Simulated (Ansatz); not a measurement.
# F₂H₆O₈Si₂Sn: up Jacob's ladder to CCSD(T)

The task here is to estimate one member of a computed series from the others.

Computed with Ansatz 0.2.0, Gaussian basis. Level: functionals in def2-TZVPP, the program's frozen cores in correlated methods.

Plan: LDA (SPW92), PBE-D4, revPBE-D4, BLYP-D4, r2SCAN-D4, B97M-V, PBE0-D4, B3LYP-D4, r2SCANh-D4, r2SCAN0-D4, HSE06-D4, BHLYP-D4, CAM-B3LYP-D4, LC-ωPBE, ωB97X-V, ωB97M-V, B2PLYP, PBE-QIDH; CCSD(T)/def2-SVP; CCSD(T)/def2-TZVPP; MP2/def2-QZVPP; extrapolation to the limit; RPA on PBE.

### The geometry

The geometry comes from an earlier relaxation with PBE0-D4 in a triple-zeta def2 set; it is a stationary point, not always the lowest conformer. Sn takes the def2 core potential; no spin-orbit term is included.

SMILES `O[Si](O)(O)[O][Sn]([F])([F])[O][Si](O)(O)O`, 19 atoms, charge 0, spin multiplicity 1.

Atoms are counted from 1 here; the program's logs count them from 0.

Bond lengths: O1–Si2 1.614 Å, O1–H14 0.958 Å, Si2–O3 1.618 Å, Si2–O4 1.681 Å, Si2–O5 1.631 Å, O3–H15 0.970 Å, O4–H16 0.972 Å, O5–Sn6 1.953 Å, Sn6–F7 1.897 Å, Sn6–F8 1.888 Å, Sn6–O9 1.946 Å, O9–Si10 1.605 Å, Si10–O11 1.623 Å, Si10–O12 1.646 Å, Si10–O13 1.647 Å, O11–H17 0.959 Å, O12–H18 0.959 Å, O13–H19 0.960 Å. Angles: Si2–O1–H14 117.2°, O1–Si2–O3 108.5°, O1–Si2–O4 112.1°, O1–Si2–O5 112.2°, O3–Si2–O4 111.2°, O3–Si2–O5 116.7°, O4–Si2–O5 95.7°, Si2–O3–H15 117.0°, Si2–O4–H16 120.6°, Si2–O5–Sn6 106.6°, O5–Sn6–F7 101.9°, O5–Sn6–F8 121.9°, O5–Sn6–O9 115.5°, F7–Sn6–F8 100.1°, F7–Sn6–O9 99.8°, F8–Sn6–O9 112.5°, Sn6–O9–Si10 136.4°, O9–Si10–O11 111.4° and more.

Set-up of the first run:

File in.yaml:

```yaml
crystal:
  periodic: [false, false, false]
  atoms:
    - {symbol: O, position_ang: [-2.378257, 2.415871, -1.414544]}
    - {symbol: Si, position_ang: [-1.523890, 1.166190, -0.855543]}
    - {symbol: O, position_ang: [-1.030779, 0.276808, -2.113482]}
    - {symbol: O, position_ang: [-0.221969, 1.661223, 0.086387]}
    - {symbol: O, position_ang: [-2.299464, 0.375711, 0.341896]}
    - {symbol: Sn, position_ang: [-1.048160, 0.265205, 1.837298]}
    - {symbol: F, position_ang: [-1.971785, -0.879656, 3.034986]}
    - {symbol: F, position_ang: [-0.717017, 1.736116, 2.972879]}
    - {symbol: O, position_ang: [0.546335, -0.803634, 1.519219]}
    - {symbol: Si, position_ang: [1.472289, -1.163359, 0.258874]}
    - {symbol: O, position_ang: [2.593097, -2.271996, 0.643740]}
    - {symbol: O, position_ang: [2.108149, 0.251067, -0.293546]}
    - {symbol: O, position_ang: [0.631913, -1.759726, -1.025791]}
    - {symbol: H, position_ang: [-2.414685, 2.532014, -2.364692]}
    - {symbol: H, position_ang: [-0.517645, -0.521987, -1.914172]}
    - {symbol: H, position_ang: [0.690453, 1.507159, -0.211033]}
    - {symbol: H, position_ang: [2.897347, -2.301288, 1.552354]}
    - {symbol: H, position_ang: [2.750839, 0.198063, -1.003677]}
    - {symbol: H, position_ang: [0.391427, -2.688281, -0.994655]}
basis:
  gaussian: {orbitals: def2-TZVPP}
hamiltonian: {xc: lda}
output: {orbitals: {seedname: orbitals}}
```

Started as:

```bash
ansatz run in.yaml --threads 11 --pin off --events-out ev --progress --plain --max-ram 120832MiB --backend cuda --devices 0, --max-vram 75GiB
```

Steps of the session up to this table: LDA; PBE-D4 (GGA); revPBE-D4 (GGA); BLYP-D4 (GGA); r2SCAN-D4 (meta-GGA); B97M-V (meta-GGA); PBE0-D4 (hybrid); B3LYP-D4 (hybrid); r2SCANh-D4 (hybrid); r2SCAN0-D4 (hybrid); HSE06-D4 (hybrid); BHLYP-D4 (hybrid); CAM-B3LYP-D4 (range-separated); LC-ωPBE (range-separated); ωB97X-V (range-separated); ωB97M-V (range-separated); B2PLYP (double hybrid); PBE-QIDH (double hybrid).

One of the session's tables, all rows but one given; the rest of the session is left out.

It belongs to the step «Frontier levels by functional». 

```
  functional  HOMO (eV)  LUMO (eV)  gap (eV)
 LDA (SPW92)          ?          ?         ?
      PBE-D4      -7.66      -2.94      4.72
   revPBE-D4      -7.57      -2.78      4.80
     BLYP-D4      -7.56      -2.91      4.65
   r2SCAN-D4      -8.09      -2.68      5.41
      B97M-V      -8.16      -2.70      5.46
     PBE0-D4      -9.43      -1.95      7.48
    B3LYP-D4      -9.14      -2.30      6.84
  r2SCANh-D4      -8.75      -2.32      6.42
  r2SCAN0-D4      -9.74      -1.79      7.95
    HSE06-D4      -9.02      -2.32      6.70
    BHLYP-D4     -11.14      -0.96     10.17
CAM-B3LYP-D4     -10.94      -0.97      9.97
     LC-ωPBE     -12.31       0.43     12.73
     ωB97X-V     -11.95       0.25     12.20
     ωB97M-V     -11.89       0.07     11.95
```

**Question.** Estimate the row for LDA (SPW92).

The run gave: HOMO (eV): -7.89; LUMO (eV): -3.35; gap (eV): 4.54. In the column «HOMO (eV)» it lies between r2SCAN-D4 (-8.09) and PBE-D4 (-7.66).
